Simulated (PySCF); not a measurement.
# F4Re (Re(F)4+): the cost of one run

Method: TPSS, Re def2-SVP with ECP60, F def2-SVP; scalar-relativistic core potentials, no spin–orbit coupling; program: PySCF 2.14.0.

2 further runs of the same task are left out: 2 for a known fault of the program.

**1. Starting geometry**

5 atoms, charge 1, spin multiplicity 1.

Bond lengths: Re1–F2 1.703 Å, Re1–F3 1.703 Å, Re1–F4 1.703 Å, Re1–F5 1.703 Å. Angles: F2–Re1–F3 90.0°, F2–Re1–F4 180.0°, F2–Re1–F5 90.0°, F3–Re1–F4 90.0°, F3–Re1–F5 180.0°, F4–Re1–F5 90.0°.

Coordinates:

| atom | x (Å) | y (Å) | z (Å) |
| --- | --- | --- | --- |
| Re1 | 0.0000 | 0.0000 | 0.0000 |
| F2 | 1.7028 | 0.0000 | 0.0000 |
| F3 | 0.0000 | 1.7028 | 0.0000 |
| F4 | -1.7028 | 0.0000 | 0.0000 |
| F5 | 0.0000 | -1.7028 | 0.0000 |

Formal oxidation states: Re +5.

**2. SCF at the start, singlet**

run.py (the lines that set the calculation) reads:

```python
mol = gto.M(atom='''
Re     0.00000     0.00000     0.00000
F      1.70280     0.00000     0.00000
F      0.00000     1.70280     0.00000
F     -1.70280     0.00000     0.00000
F      0.00000    -1.70280     0.00000''',
    basis={'Re': 'def2-SVP', 'F': 'def2-SVP'},
    ecp={'Re': 'def2-SVP'},
    charge=1, spin=0)
mf = dft.RKS(mol, xc='TPSS')
mf.grids.atom_grid = (50, 194)
mf = mf.density_fit()  # fitting sets: Re def2-universal-JKFIT, F def2-universal-JKFIT
mf.conv_tol = 1e-08; mf.max_cycle = 55
mf.kernel(dm0)  # dm0: free metal ions and neutral atoms
```

Run with:

```console
> OMP_NUM_THREADS=2 python run.py
```

What time and memory should one allow on 2 threads of Arm Neoverse V2, shared host?

About 14 s, with a peak of 0.58 GiB.
